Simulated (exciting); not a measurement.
# MoSe (Pm-3m) in exciting: notebook

One crystal, MoSe, is run at these levels: acPBE+D2, RGE2; tasks: optical spectrum.

Everything below comes from runs of exciting (release sodium). Logs are shortened: lines on timing, memory, paths and dates and some standing lists are left out, and cuts for length are marked.

### Step 1. The structure

The structure is cubic, space group Pm-3m (No. 221). The conventional cell has a = 3.500 Å, b = 3.500 Å, c = 3.500 Å, α = 90.00°, β = 90.00°, γ = 90.00°. Mo (site symmetry m-3m) is surrounded by 8 Se at 3.03 Å. Se (site symmetry m-3m) is surrounded by 8 Mo at 3.03 Å.

The cell was built by a generator and needn't be a form met in nature.

### Step 2. Optical spectrum, acPBE+D2 (volume scaled by 1.15)

input.xml

```xml
<input>
  <title>MoSe</title>
  <structure speciespath="./" tshift="false">
    <crystal scale="6.9299166698">
      <basevect>0.999999999996 0.000000000000 0.000000000000</basevect>
      <basevect>0.000000000000 0.999999999996 0.000000000000</basevect>
      <basevect>0.000000000000 0.000000000000 0.999999999996</basevect>
    </crystal>
    <species speciesfile="Mo.xml" rmt="2.3">
      <atom coord="0.000000000000 0.000000000000 0.000000000000"/>
    </species>
    <species speciesfile="Se.xml" rmt="2">
      <atom coord="0.500000000000 0.500000000000 0.500000000000"/>
    </species>
  </structure>
  <groundstate do="fromscratch" ngridk="5 5 5" rgkmax="8" gmaxvr="14" lmaxapw="10" lmaxmat="10" lmaxvr="8" xctype="GGA_AC_PBE" stype="Fermi Dirac" swidth="0.00183747" nempty="32" ValenceRelativity="iora*" epsengy="1e-05" epspot="1e-05" maxscl="60" outputlevel="high" vkloff="0.5 0.5 0.5"/>
  <properties>
    <DFTD2/>
    <momentummatrix/>
    <dielmat intraband="false" scissor="0.036749" wmax="0.8" wgrid="200" swidth="0.007" tevout="true">
      <epscomp>1 1</epscomp>
      <epscomp>2 2</epscomp>
      <epscomp>3 3</epscomp>
    </dielmat>
  </properties>
</input>
```

Potentials or basis: all-electron LAPW+lo, shipped species files, valence relativity iora*.

On the command line:

```console
OMP_NUM_THREADS=1 exciting_smp
```

INFO.OUT:

```text
================================================================================
EXCITING SODIUM started
[... 10 lines left out ...]

 Lattice vectors (cartesian) :
      6.9299166698      0.0000000000      0.0000000000
      0.0000000000      6.9299166698      0.0000000000
      0.0000000000      0.0000000000      6.9299166698

 Reciprocal lattice vectors (cartesian) :
      0.9066754489      0.0000000000      0.0000000000
      0.0000000000      0.9066754489      0.0000000000
      0.0000000000      0.0000000000      0.9066754489

 Unit cell volume                           :     332.8005513668
 Brillouin zone volume                      :       0.7453419546

 Species :    1 (Mo)
     parameters loaded from                 :    Mo.xml
     name                                   :    molybdenum
     nuclear charge                         :     -42.00000000
     electronic charge                      :      42.00000000
     atomic mass                            :  174887.92120000
     muffin-tin radius                      :       2.30000000
     # of radial points in muffin-tin       :     400

     atomic positions (lattice) :
       1 :   0.00000000  0.00000000  0.00000000

 Species :    2 (Se)
     parameters loaded from                 :    Se.xml
     name                                   :    selenium
     nuclear charge                         :     -34.00000000
     electronic charge                      :      34.00000000
     atomic mass                            :  143935.27480000
     muffin-tin radius                      :       2.00000000
     # of radial points in muffin-tin       :     350

     atomic positions (lattice) :
       1 :   0.50000000  0.50000000  0.50000000

 Total number of atoms per unit cell        :       2

 Spin treatment                             :    spin-unpolarised

 Number of Bravais lattice symmetries       :      48
 Number of crystal symmetries               :      48

 k-point grid                               :       5    5    5
 k-point offset :       0.500000  0.500000  0.500000
 Total number of k-points                   :      10
 k-point set is reduced with crystal symmetries

 R^MT_min * |G+k|_max (rgkmax)              :       8.00000000
 Species with R^MT_min                      :       2 (Se)
 Maximum |G+k| for APW functions            :       4.00000000
 Maximum |G| for potential and density      :      14.00000000
 Polynomial order for pseudochg. density    :       9

 G-vector grid sizes                        :      32    32    32
 Total number of G-vectors                  :   15515

 Maximum angular momentum used for
     APW functions                          :      10
     computing H and O matrix elements      :      10
     potential and density                  :       8
     inner part of muffin-tin               :       2

 Total nuclear charge                       :     -76.00000000
 Total electronic charge                    :      76.00000000
 Total core charge                          :      46.00000000
 Total valence charge                       :      30.00000000

 Effective Wigner radius, r_s               :       1.01490941

 Number of empty states                     :      32
 Total number of valence states             :      48

 Maximum Hamiltonian size                   :     393
 Maximum number of plane-waves              :     366
 Total number of local-orbitals             :      27

 Exchange-correlation type                  :     300
     acPBE (asymptotically corrected PBE), arXiv:1409.4834 (2014)
     Generalised gradient approximation (GGA)

[... 10 lines left out ...]
* Groundstate module started                                                   *
********************************************************************************
 Output level for this task is set to high

++++++++++++++++++++++++++++++++++++++++++++++++++++++++++++++++++++++++++++++++
[... 5 lines left out ...]
+ SCF iteration number :    1                                                  +
++++++++++++++++++++++++++++++++++++++++++++++++++++++++++++++++++++++++++++++++
 Total energy                               :     -6471.28379905
 _______________________________________________________________
 Fermi energy                               :         0.28446932
 Kinetic energy                             :      6694.17406031
 Coulomb energy                             :    -12952.57649265
 Exchange energy                            :      -208.89805391
 Correlation energy                         :        -3.98331280
 Sum of eigenvalues                         :     -3816.29564351
 Effective potential energy                 :    -10510.46970382
 Coulomb potential energy                   :    -10234.65127289
 xc potential energy                        :      -275.81843093
 Hartree energy                             :      2051.74078089
 Electron-nuclear energy                    :    -14338.13283467
 Nuclear-nuclear energy                     :      -666.18443887
 Madelung energy                            :     -7835.25085621
 Core-electron kinetic energy               :         0.00000000
[... 480 lines left out ...]
 Electron charges :
     core                                   :        46.00000000
     core leakage                           :         0.00078482
     valence                                :        30.00000000
     interstitial                           :         5.66039358
     charge in muffin-tin spheres :
                  atom     1    Mo          :        39.26466456
                  atom     2    Se          :        31.07494186
     total charge in muffin-tins            :        70.33960642
     total charge                           :        76.00000000

 RMS change in effective potential (target) :  0.175928E-08  ( 0.100000E-04)
 Absolute change in total energy   (target) :  0.227708E-05  ( 0.100000E-04)
 Charge distance                   (target) :  0.231225E-08  ( 0.100000E-04)

++++++++++++++++++++++++++++++++++++++++++++++++++++++++++++++++++++++++++++++++
| Convergency criteria checked for the last 2 iterations                       +
| Convergence targets achieved. Performing final SCF iteration                 +
++++++++++++++++++++++++++++++++++++++++++++++++++++++++++++++++++++++++++++++++
 Total energy                               :     -6481.14038960
 _______________________________________________________________
 Fermi energy                               :         0.24542764
 Kinetic energy                             :      6687.00293312
 Coulomb energy                             :    -12954.99948276
 Exchange energy                            :      -209.15842473
 Correlation energy                         :        -3.98541523
 Sum of eigenvalues                         :     -3819.04845613
 Effective potential energy                 :    -10506.05138925
 Coulomb potential energy                   :    -10229.88867426
 xc potential energy                        :      -276.16271500
 Hartree energy                             :      2058.92636963
 Electron-nuclear energy                    :    -14347.74141351
 Nuclear-nuclear energy                     :      -666.18443887
 Madelung energy                            :     -7840.05514563
 Core-electron kinetic energy               :         0.00000000

 DOS at Fermi energy (states/Ha/cell)       :       128.46822730

 Electron charges :
     core                                   :        46.00000000
     core leakage                           :         0.00078482
     valence                                :        30.00000000
     interstitial                           :         5.66039359
     charge in muffin-tin spheres :
                  atom     1    Mo          :        39.26466455
                  atom     2    Se          :        31.07494186
     total charge in muffin-tins            :        70.33960641
     total charge                           :        76.00000000

++++++++++++++++++++++++++++++++++++++++++++++++++++++++++++++++++++++++++++++++
[... 9 lines left out ...]
| EXCITING SODIUM stopped                                                      =
================================================================================
```

LINENGY.OUT:

```text
Species :    1 (Mo), atom :    1
 APW functions :
  l =  0, order =  1 :   0.6300000000
  l =  1, order =  1 :    1.212500000
  l =  2, order =  1 :   0.1500000000
  l =  3, order =  1 :   0.1500000000
  l =  3, order =  2 :   0.1500000000
  l =  4, order =  1 :   0.1500000000
[... 11 lines left out ...]
  l = 10, order =  1 :   0.1500000000
  l = 10, order =  2 :   0.1500000000
[... 20 lines left out ...]
  l =  3, order =  2 :   0.1500000000
  l =  4, order =  1 :   0.1500000000
[... 11 lines left out ...]
  l = 10, order =  1 :   0.1500000000
  l = 10, order =  2 :   0.1500000000
 local-orbital functions :
  l.o. =  1, l =  0, order =  1 :   0.1500000000
  l.o. =  1, l =  0, order =  2 :   0.1500000000
  l.o. =  2, l =  1, order =  1 :   0.1500000000
  l.o. =  2, l =  1, order =  2 :   0.1500000000
  l.o. =  3, l =  2, order =  1 :    1.110000000
  l.o. =  3, l =  2, order =  2 :    1.110000000
  l.o. =  4, l =  2, order =  1 :    1.110000000
  l.o. =  4, l =  2, order =  2 :    1.110000000
  l.o. =  4, l =  2, order =  3 :   -1.524800000
```

Wall time 57 s (1 thread of Intel Xeon Platinum 8259CL at 2.50GHz (Skylake/Cascade Lake), shared host); peak memory 0.39 GiB.

What came out:

```yaml
All_electrons_inside_the_program's_atomic_spheres: Mo 39.26; Se 31.07 (radii Mo 2.3, Se 2.0 bohr)
Dispersion_energy_per_atom: -0.376 eV
```

Dielectric function (mean over the directions given):
| energy (eV) | real part | imaginary part |
| --- | --- | --- |
| 0.33 | 33.04 | 1.31 |
| 0.76 | 38.63 | 5.18 |
| 1.31 | 34.11 | 32.88 |
| 1.74 | 24.61 | 43.58 |
| 2.29 | 6.15 | 30.35 |
| 2.83 | -6.43 | 16.62 |
| 3.27 | 0.15 | 18.50 |
| 3.81 | -5.95 | 13.04 |
| 4.25 | -4.72 | 9.59 |
| 4.79 | -5.20 | 8.95 |
| 5.33 | -3.15 | 6.78 |
| 5.77 | -4.29 | 5.31 |
| 6.31 | -3.57 | 3.13 |
| 6.75 | -1.53 | 3.08 |
| 7.29 | -1.21 | 1.87 |
| 7.84 | 0.30 | 4.30 |
| 8.27 | -1.52 | 3.39 |
| 8.82 | 0.11 | 1.81 |
| 9.36 | -0.21 | 2.52 |
| 9.80 | -0.20 | 2.46 |
| 10.34 | 0.02 | 3.35 |
| 10.78 | -0.49 | 4.45 |
| 11.32 | -1.46 | 1.92 |
| 11.86 | -0.50 | 2.65 |
| 12.30 | -1.75 | 1.85 |
| 12.84 | -1.35 | 1.20 |
| 13.28 | -0.92 | 0.70 |
| 13.82 | -0.66 | 0.89 |
| 14.37 | -0.30 | 0.62 |
| 14.80 | 0.07 | 0.76 |
| 15.35 | -0.01 | 0.74 |
| 15.89 | 0.14 | 1.27 |
| 16.33 | -0.03 | 1.23 |
| 16.87 | -0.22 | 1.06 |
| 17.31 | -0.22 | 0.78 |
| 17.85 | -0.01 | 0.72 |
| 18.39 | -0.35 | 0.58 |
| 18.83 | -0.15 | 0.52 |
| 19.37 | 0.06 | 0.27 |
| 19.92 | 0.04 | 0.33 |

Caveat: the dispersion energy is computed afterwards and isn't part of the total energy; the intraband (Drude) term of the metal is left out; the scissor shift is a trial value, not fitted to this crystal; spectra need much finer meshes, so this one isn't converged; independent-particle spectra lack excitons.

[end of part 1 of 2]
